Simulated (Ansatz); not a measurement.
# ZrPbO3: the cost of one run

Program: Ansatz 0.2.0. Level of theory: DFT PBEsol, scalar-relativistic, plane waves, PAW. These are calculated values, not measurements.

2 further runs of the same task are left out: 2 set aside as unsound or not needed. Runs told in other sessions of the task aren't counted.

### 1 The starting structure

Symmetry: Pm-3m, No. 221, cubic system. Conventional cell: a = 4.141 Å, b = 4.141 Å, c = 4.141 Å, α = 90.00°, β = 90.00°, γ = 90.00°. Zr (site symmetry m-3m) has 6 O at 2.07 Å in its first shell of neighbours. Pb (site symmetry m-3m) has 12 O at 2.93 Å in its first shell of neighbours. O (site symmetry 4/mmm) is surrounded by 2 Zr at 2.07 Å and 4 Pb at 2.93 Å.

As a file:

```cif
data_structure
_symmetry_space_group_name_H-M 'P 1'
_symmetry_Int_Tables_number 1
_cell_length_a 4.1413
_cell_length_b 4.1413
_cell_length_c 8.2826
_cell_angle_alpha 90.000
_cell_angle_beta 90.000
_cell_angle_gamma 90.000
_cell_volume 142.05
loop_
_atom_site_label
_atom_site_type_symbol
_atom_site_fract_x
_atom_site_fract_y
_atom_site_fract_z
_atom_site_occupancy
Zr1 Zr 0.00000 0.00000 0.50000 1
Zr2 Zr 0.00000 0.00000 0.00000 1
Pb1 Pb 0.50000 0.50000 0.25000 1
Pb2 Pb 0.50000 0.50000 0.75000 1
O1 O 0.50000 0.00000 0.50000 1
O2 O 0.50000 0.00000 0.00000 1
O3 O 0.00000 0.00000 0.25000 1
O4 O 0.00000 0.00000 0.75000 1
O5 O 0.00000 0.50000 0.50000 1
O6 O 0.00000 0.50000 0.00000 1
```

It goes back to an entry of the Materials Project, which need not be the stable form.

It is built from the cell relaxed beforehand with the same method (14.20 Å³/atom).

### 2 Zero of energy

The cell is repeated 2 times, 10 atoms in all. The reference gives a free energy of -35141.6257 eV, pressure -0.01 GPa, largest force 0.000 eV/Å and gap on the mesh 2.34 eV. It was computed beforehand with the settings of the runs below.

### 3 Next: freezing in a mode

Mode 25 of the phonon run on this cell, counted from the lowest, is frozen in: each atom moves by x times its row below, so x is the largest displacement.

```
atom      ux     uy     uz
 Zr1  -0.094  0.000  0.000
 Zr2   0.094  0.000  0.000
 Pb3   0.000  0.000  0.000
 Pb4   0.000  0.000  0.000
  O5   1.000  0.000  0.000
  O6  -1.000  0.000  0.000
  O7   0.000  0.000  0.000
  O8   0.000  0.000  0.000
  O9  -0.208  0.000  0.000
 O10   0.208  0.000  0.000
```

### 4 At x = -0.300 Å

The input, input.yaml:

```yaml
crystal:
  lattice:
    - [4.1412871314, 0.0, 0.0]
    - [0.0, 4.1412871314, 0.0]
    - [0.0, 0.0, 8.2825742627]
  atoms:
    - { symbol: Zr, position: [0.0067818959, 0.0, 0.5] }
    - { symbol: Zr, position: [-0.0067818959, 0.0, 0.0] }
    - { symbol: Pb, position: [0.5, 0.5, 0.25] }
    - { symbol: Pb, position: [0.5, 0.5, 0.75] }
    - { symbol: O, position: [0.427558754, 0.0, 0.5] }
    - { symbol: O, position: [0.572441246, 0.0, 0.0] }
    - { symbol: O, position: [0.0, 0.0, 0.25] }
    - { symbol: O, position: [0.0, 0.0, 0.75] }
    - { symbol: O, position: [0.0150543945, 0.5, 0.5] }
    - { symbol: O, position: [-0.0150543945, 0.5, 0.0] }
basis:
  ecutwfc: 420
kpoints:
  mp_grid: { grid: [8, 8, 4] }
hamiltonian:
  xc: pbesol
scf:
  occupations: { method: gaussian, width: 0.05 }
output:
  forces: true
  stress: true
  eigenvalues: true
```

Started as:

```
ansatz run input.yaml --threads 2 --pin off --max-ram 5120MiB --backend cpu --events-out ev --progress --plain --runs-dir out
```

Q: Estimate wall time and peak memory on 2 threads of AMD EPYC 9R45 (Zen 5), shared host.

About 5 s, with a peak of 0.77 GiB.
